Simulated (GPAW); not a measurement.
# PBE/real-space grid (scalar-relativistic datasets) run of B3H5O (SMILES BBOB)

We compute energy and one-electron properties of B3H5O. 

The calculation is run with GPAW 26.7.0.

3 further runs of the same task are left out: 3 set aside as unsound or not needed. Runs told in other sessions of the task aren't counted.

## (1) Starting point

B3H5O has 9 atoms, charge 0, and is taken as a singlet. SMILES: `BBOB`. The shape is that of a GFN2-xTB optimisation. This is one conformer, not always the lowest.

Bond lengths: B1–B2 1.664 Å, B2–O3 1.303 Å, O3–B4 1.293 Å, B1–H5 1.172 Å, B1–H6 1.172 Å, B2–H7 1.196 Å, B4–H8 1.182 Å, B4–H9 1.182 Å. Angles: B1–B2–O3 126.6°, B2–O3–B4 178.4°, B1–B2–H7 117.6°, O3–B2–H7 115.8°, B2–B1–H5 122.2°, B2–B1–H6 122.1°, O3–B4–H8 119.6°, O3–B4–H9 119.6°, H5–B1–H6 115.4°, H8–B4–H9 120.7°.

## (2) The charge distribution at PBE/real-space grid (scalar-relativistic datasets)

mol_sp.py reads:

```python
import numpy as np
from ase import Atoms
from ase.units import Debye
from gpaw import GPAW

mol = Atoms(["B", "B", "O", "B", "H", "H", "H", "H", "H"],
    positions=[[ -1.005080,   1.452300,   0.635260],
               [  0.210990,   0.729280,  -0.240650],
               [  0.464550,  -0.546920,  -0.311150],
               [  0.692930,  -1.818890,  -0.354490],
               [ -2.054990,   1.686150,   0.170830],
               [ -0.838320,   1.845490,   1.726400],
               [  0.934410,   1.439380,  -0.875470],
               [  0.170140,  -2.478350,  -1.184280],
               [  1.425360,  -2.308440,   0.433560]])
mol.center(vacuum=4.5)

gpaw_calc = GPAW(mode="fd", xc="PBE", maxiter=100, h=0.2, txt="-")
mol.calc = gpaw_calc

energy = mol.get_potential_energy()
print(f"Energy = {energy:.5f} eV")
forces = mol.get_forces()
print("Forces (eV/Ang)")
for symbol, f in zip(mol.symbols, forces):
    print(f'{symbol:2} {f[0]:9.4f} {f[1]:9.4f} {f[2]:9.4f}')
dipole = mol.get_dipole_moment() / Debye
print(f"Dipole: {np.linalg.norm(dipole):.3f} D")
homo, lumo = gpaw_calc.get_homo_lumo()
print(f"HOMO = {homo:.3f} eV")
print(f"LUMO                    {lumo:.3f} eV")
print(f"Gap: {lumo - homo:.3f} eV")
```

Run with:

```bash
python3 mol_sp.py
```

What it wrote:

```text
__  _  _
 | _ |_)|_||  |
 |__||  | ||/\| - 26.7.0

units:  Angstrom and eV
cores:  1
OpenMP: False

Versions:
  Python: 3.12.14
  ASE:    3.29.0
  Numpy:  2.5.5
  Scipy:  1.18.1
  Libxc:  7.0.0

Input parameters:
  mode=FD(),
  h=0.2,
  maxiter=100,
  xc=XC(name='PBE')

Diagonalizing LCAO Hamiltonian
Converting LCAO to fd mode
         .------------------------------.
        /|                              |
       / |                              |
      /  |                              |
     /   |                              |
    /    |                              |
   /     |                              |
  /      |                              |
 *       |          H                   |
 |       |                              |
 |       |       H  B                   |
 |       |                              |
 |       |            O HH              |
 |       |            B                 |
 |       |                              |
 |       .----------H-------------------.
 |      /                              /
 |     /                              /
 |    /                              /
 |   /                              /
 |  /                              /
 | /                              /
 |/                              /
 *------------------------------*

Atoms  # Å, Bohr magnetons
|   | symbol |        x |        y |        z |    initial magnetic moments |
|---|--------|----------|----------|----------|-----------------------------|
| 0 |      B | 5.549910 | 8.430650 | 6.319540 | ( 0.0000,  0.0000,  0.0000) |
| 1 |      B | 6.765980 | 7.707630 | 5.443630 | ( 0.0000,  0.0000,  0.0000) |
| 2 |      O | 7.019540 | 6.431430 | 5.373130 | ( 0.0000,  0.0000,  0.0000) |
| 3 |      B | 7.247920 | 5.159460 | 5.329790 | ( 0.0000,  0.0000,  0.0000) |
| 4 |      H | 4.500000 | 8.664500 | 5.855110 | ( 0.0000,  0.0000,  0.0000) |
| 5 |      H | 5.716670 | 8.823840 | 7.410680 | ( 0.0000,  0.0000,  0.0000) |
| 6 |      H | 7.489400 | 8.417730 | 4.808810 | ( 0.0000,  0.0000,  0.0000) |
| 7 |      H | 6.725130 | 4.500000 | 4.500000 | ( 0.0000,  0.0000,  0.0000) |
| 8 |      H | 7.980350 | 4.669910 | 6.117840 | ( 0.0000,  0.0000,  0.0000) |

Unit cell  # Å
| periodic |         x |         y |         z |   lengths |    angles |
|----------|-----------|-----------|-----------|-----------|-----------|
|       no | 12.480350 |  0.000000 |  0.000000 | 12.480350 | 90.000000 |
|       no |  0.000000 | 13.323840 |  0.000000 | 13.323840 | 90.000000 |
|       no |  0.000000 |  0.000000 | 11.910680 | 11.910680 | 90.000000 |

Number of symmetries: 1
Symmetry operations  # r_c * U_cc + t_c -> r_c
|   | kind |            matrix            |
|---|------|------------------------------|
| 0 |  E   |  1, 0, 0,  0, 1, 0,  0, 0, 1 |

BZ-sampling:
  Number of BZ points: 1
  Number of IBZ points: 1

  Monkhorst-Pack size: [1, 1, 1]
  Monkhorst-Pack shift: [0, 0, 0]

K-points  # in reciprocal-cell coordinates
|   |                                coordinates |     weight |
|---|--------------------------------------------|------------|
| 0 | (  0.00000000,   0.00000000,   0.00000000) | 1.00000000 |

Uniform wave function grid shape: (np.int64(63), np.int64(67), np.int64(59))
Spin-components: 1 (collinear spins)
Bands:           16
Projectors:      35
Spin-degeneracy: 2
Datatype:        float64

  Storage: CPU
  Wave functions: 31_876_992 bytes (31_876_992 per core)

Parallelization:
  kpt:    1
  domain: 1
  band:   1

Density:
  Valence electrons: 20.0
  Components: 1
  Grid points: [64 68 60]
  Charge: 0.0  # |e|

Potential:
  Grid points: [64 68 60]

species:
  B:
    name:    Boron
    Z:       5.0
    valence: 3
    core:    2
    charge:  0.0  # [|e|]
    file:    B.PBE.gz
    compensation charges:
      type: gauss
      rc: 0.20  # [Å]
      lmax: 2
    cutoffs:
      filter: 1.14  # [Å]
      core: 1.38  # [Å]
    projectors
    | kind |    occ | energy [eV] | rcut [Å] |
    |------|--------|-------------|----------|
    |   2s |  2.000 |      -9.443 |    0.635 |
    |   2p |  1.000 |      -3.606 |    0.635 |
    |    s |        |      17.768 |    0.635 |
    |    p |        |      23.605 |    0.635 |
    |    d |        |       0.000 |    0.635 |

    Using partial waves for B as LCAO basis

  O:
    name:    Oxygen
    Z:       8.0
    valence: 6
    core:    2
    charge:  0.0  # [|e|]
    file:    O.PBE.gz
    compensation charges:
      type: gauss
      rc: 0.21  # [Å]
      lmax: 2
    cutoffs:
      filter: 1.17  # [Å]
      core: 0.83  # [Å]
    projectors
    | kind |    occ | energy [eV] | rcut [Å] |
    |------|--------|-------------|----------|
    |   2s |  2.000 |     -23.961 |    0.688 |
    |   2p |  4.000 |      -9.029 |    0.598 |
    |    s |        |       3.251 |    0.688 |
    |    p |        |      18.182 |    0.598 |
    |    d |        |       0.000 |    0.619 |

    Using partial waves for O as LCAO basis

  H:
    name:    Hydrogen
    Z:       1.0
    valence: 1
    core:    0
    charge:  0.0  # [|e|]
    file:    H.PBE.gz
    compensation charges:
      type: gauss
      rc: 0.15  # [Å]
      lmax: 2
    cutoffs:
      filter: 0.85  # [Å]
      core: 0.53  # [Å]
    projectors
    | kind |    occ | energy [eV] | rcut [Å] |
    |------|--------|-------------|----------|
    |   1s |  1.000 |      -6.494 |    0.476 |
    |    s |        |      20.717 |    0.476 |
    |    p |        |       0.000 |    0.476 |

    Using partial waves for H as LCAO basis

Reference energy: -4111.771814  # eV

eigensolver:
  PPCG
  Converge bands: occupied
  niter=2

density mixing:
  MSR1-Mixer
  Pratt-step length: 0.05
  Maximum mixing coefficient: 0.75
  Old densities: 10
  SVD Regularization: 0.005
  Good broyden scale: 1.0
  Trust region scale: 1.0
  Backstep threshold: 4.0
  History deletion threshold: 6.0
  Fourier metric: weight=20.0, sigma=0.015

occupation numbers:
  # Zero width

FastPoissonSolver using
    Stencil: 6*3+1=19 point O(h^6) finite-difference Laplacian
    FFT axes: []
    FST axes: [np.int64(2), np.int64(0), np.int64(1)]

xc functional:
  name: PBE with 2 nearest neighbor stencil
interpolation: tri-quintic # 5. degree polynomial

Initialization done in: 6.293 s

convergence criteria:
- Maximum [total energy] change in last 3 cyles: 0.0005 eV / valence electron
- Maximum integral of absolute [dens]ity change: 0.0001 electrons / valence electron
- Maximum integral of absolute [eigenst]ate change: 4e-08 eV^2 / valence electron
maximum number of iterations: 100

SCF iterations
|iter     |     time |      energy | eigst |  dens |
|---------|----------|-------------|-------|-------|
|iter:   1| 00:00:09 |  -48.368438 | +1.27 |       |
|iter:   2| 00:00:15 |  -47.886130 | +0.19 | -0.53 |
|iter:   3| 00:00:19 |  -44.093520 | +0.40 | -0.57 |
|iter:   4| 00:00:23 |  -43.932827 | -0.03 | -1.13 |
|iter:   5| 00:00:28 |  -43.930275 | -1.05 | -1.64 |
|iter:   6| 00:00:32 |  -43.930348c| -1.67 | -1.91 |
|iter:   7| 00:00:37 |  -43.931169c| -2.27 | -2.36 |
|iter:   8| 00:00:42 |  -43.931008c| -3.05 | -2.76 |
|iter:   9| 00:00:47 |  -43.931020c| -3.90 | -3.54 |
|iter:  10| 00:00:51 |  -43.931021c| -4.73 | -3.89 |
|iter:  11| 00:00:56 |  -43.931022c| -5.33 | -4.26c|
|iter:  12| 00:01:01 |  -43.931022c| -5.95 | -4.77c|
|iter:  13| 00:01:05 |  -43.931022c| -6.55 | -5.05c|
|iter:  14| 00:01:11 |  -43.931022c| -7.21 | -5.66c|
|iter:  15| 00:01:14 |  -43.931022c| -7.58c| -5.94c|

Converged in 15 steps
SCF loop duration: 67.157 s (4.477 s/step)
Energy contributions relative to reference atoms: (reference = -4111.771814)

Energy contributions:
  Kinetic:          54.614666
  Coulomb:         -56.635156
  Zero:              0.649731
  External:          0.000000
  Xc:              -42.560263
  Entropy:           0.000000
  Spinorbit:         0.000000
  ----------------------------
  Free energy:     -43.931022
  Extrapolated:    -43.931022

dipole moment: (-0.030731, 0.061489, 0.017855)  # |e|*Ang

Fermi level: -4.892
Eigenvalues  # (at kpt = [0.000, 0.000, 0.000])
| band index |      eig [eV] | occ [0-2] |
|------------|---------------|-----------|
|          0 |       -26.810 |     2.000 |
|        ... |               |           |
|          2 |       -12.839 |     2.000 |
|          3 |       -11.287 |     2.000 |
|          4 |       -11.228 |     2.000 |
|          5 |       -10.786 |     2.000 |
|          6 |        -9.749 |     2.000 |
|          7 |        -8.638 |     2.000 |
|          8 |        -7.302 |     2.000 |
|          9 |        -6.731 |     2.000 |
|         10 |        -3.054 |     0.000 |
|         11 |        -1.630 |     0.000 |
|         12 |        -1.533 |     0.000 |
|         13 |         0.016 |     0.000 |
|         14 |         0.615 |     0.000 |
|         15 |         0.842 |     0.000 |

Gap: 3.677 eV
Transition (v -> c):
  (s=0, k=0, n=9, [0.00, 0.00, 0.00]) -> (s=0, k=0, n=10, [0.00, 0.00, 0.00])
No difference between direct/indirect transitions
vacuum-level: 0.000  # V
Energy = -43.93102 eV

Forces  # eV/Ang
|        x |        y |        z |
|----------|----------|----------|
|  0.44522 | -0.33966 | -0.30689 |  # B    0
| -0.52412 |  1.66656 |  0.23834 |  # B    1
| -0.03696 |  0.11753 | -0.02782 |  # O    2
|  0.33362 | -1.88153 | -0.06358 |  # B    3
| -0.69848 |  0.16692 | -0.34653 |  # H    4
|  0.14793 |  0.25845 |  0.73116 |  # H    5
|  0.26119 |  0.37028 | -0.22682 |  # H    6
| -0.29145 | -0.24900 | -0.41974 |  # H    7
|  0.35185 | -0.16986 |  0.39616 |  # H    8

Force computation time: 0.121  # s
Forces (eV/Ang)
B     0.4452   -0.3397   -0.3069
B    -0.5241    1.6666    0.2383
O    -0.0370    0.1175   -0.0278
B     0.3336   -1.8815   -0.0636
H    -0.6985    0.1669   -0.3465
H     0.1479    0.2584    0.7312
H     0.2612    0.3703   -0.2268
H    -0.2915   -0.2490   -0.4197
H     0.3518   -0.1699    0.3962
Dipole: 0.341 D
HOMO = -6.731 eV
LUMO                    -3.054 eV
Gap: 3.677 eV
```

Run time: 76 s. Hardware: 1 thread of Intel Xeon at 2.50GHz (Skylake/Cascade Lake), shared host; peak memory 0.68 GiB.

## (3) Outcome

Level: PBE/real-space grid (scalar-relativistic datasets).

```
                                              quantity        value
energy as printed (from the program's reference atoms)  -43.9310 eV
                                         dipole moment       0.34 D
                                           HOMO energy     -6.73 eV
                                           LUMO energy     -3.05 eV
                                         HOMO–LUMO gap      3.68 eV
```
